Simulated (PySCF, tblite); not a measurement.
# C6H9NO2Si: geometry, infrared bands and NMR shifts

Wanted: the infrared bands and NMR shifts of C6H9NO2Si (`N#CC[C@H]1C[SiH2]CC(=O)O1`), by calculation.

Programs: tblite 0.8.0 and PySCF 2.14.0, with density-fitted response routines of our own. Each step states its level of theory. These are calculated values for one molecule in the gas phase, unless marked as measured. Atoms count from 0, in the outputs and in this text.

### 1 The molecule as given

19 atoms, charge 0, multiplicity 1; geometry from: force field or distance geometry start.

Bonds of the start (Å): N0–C1 1.16, C1–C2 1.46, C2–C3 1.54, C3–C4 1.52, C4–Si5 1.88, Si5–C6 1.85, C6–C7 1.50, C7–O8 1.23, C7–O9 1.35, O9–C3 1.46, C2–H10 1.10, C2–H11 1.09, C3–H12 1.11, C4–H13 1.10, C4–H14 1.10, Si5–H15 1.47, Si5–H16 1.49, C6–H17 1.10, C6–H18 1.10.

### 2 Geometry optimisation with GFN2-xTB

What the job is given:

```
{"job": {"kind": "relax", "xc": "GFN2-xTB", "basis": "xTB"}, "charge": 0, "multiplicity": 1}
N      3.658100     1.686400    -0.522100
C      2.964900     0.761700    -0.651800
C      2.098300    -0.409600    -0.776300
C      0.754700    -0.181500    -0.062000
C     -0.135800     0.834100    -0.767000
Si    -1.764400     1.017700     0.157700
C     -1.753200    -0.478300     1.251700
C     -1.090000    -1.670600     0.621200
O     -1.572300    -2.803100     0.710000
O      0.076500    -1.478400    -0.029400
H      1.908600    -0.634300    -1.839500
H      2.583600    -1.295100    -0.365200
H      0.950900     0.105400     0.996700
H      0.359300     1.810300    -0.856700
H     -0.370200     0.492500    -1.784200
H     -2.900800     1.021600    -0.778100
H     -1.756900     2.261600     0.978500
H     -2.788100    -0.752800     1.505200
H     -1.232900    -0.278200     2.203500
```

Run with:

```
$ OMP_NUM_THREADS=1 python probes_run.py task.json out
```

One launch serves the whole session: the jobs run in the order shown.

**Question.** This job is followed by: GFN2-xTB harmonic vibrations, gas phase; GIAO PBE0/pcSseg-1 NMR shielding, non-relativistic, gas phase. What will the session give for the following? strongest single infrared mode (GFN2-xTB); zero-point energy (GFN2-xTB); ¹³C shifts against TMS (PBE0/pcSseg-1); ¹H shifts against TMS (PBE0/pcSseg-1); ¹⁵N shifts against NH3 (PBE0/pcSseg-1); ²⁹Si shifts against TMS (PBE0/pcSseg-1); ¹⁷O shifts against H2O (PBE0/pcSseg-1).

As calculated:

```
                                 quantity                                                     value
strongest single infrared mode (GFN2-xTB)                                     1772 cm⁻¹, 585 km/mol
             zero-point energy (GFN2-xTB)                                             86.6 kcal/mol
   ¹³C shifts against TMS (PBE0/pcSseg-1)                  172.4, 121.6, 76.0, 28.1, 17.1, 14.7 ppm
    ¹H shifts against TMS (PBE0/pcSseg-1)  4.49, 4.35, 4.16, 2.96, 2.47, 2.16, 2.03, 1.72, 0.87 ppm
   ¹⁵N shifts against NH3 (PBE0/pcSseg-1)                                                 305.4 ppm
  ²⁹Si shifts against TMS (PBE0/pcSseg-1)                                                 -46.8 ppm
   ¹⁷O shifts against H2O (PBE0/pcSseg-1)                                          473.9, 236.4 ppm
```

What this shows: The optimisation took 89 steps and gained 0.254 eV; among the close pairs (by a distance rule), Si5–C6 changed most, from 1.853 to 1.910 Å. No mode is imaginary among the 51: a minimum at this level. The strongest single mode, at 1772 cm⁻¹, moves mainly C7 and O8. GFN2-xTB is a fitted tight-binding method: band positions and strengths are rough. Its intensities can rank the bands wrongly. At PBE0/pcSseg-1: The largest span, 694 ppm, is at O8, where the paramagnetic term is -535 ppm.
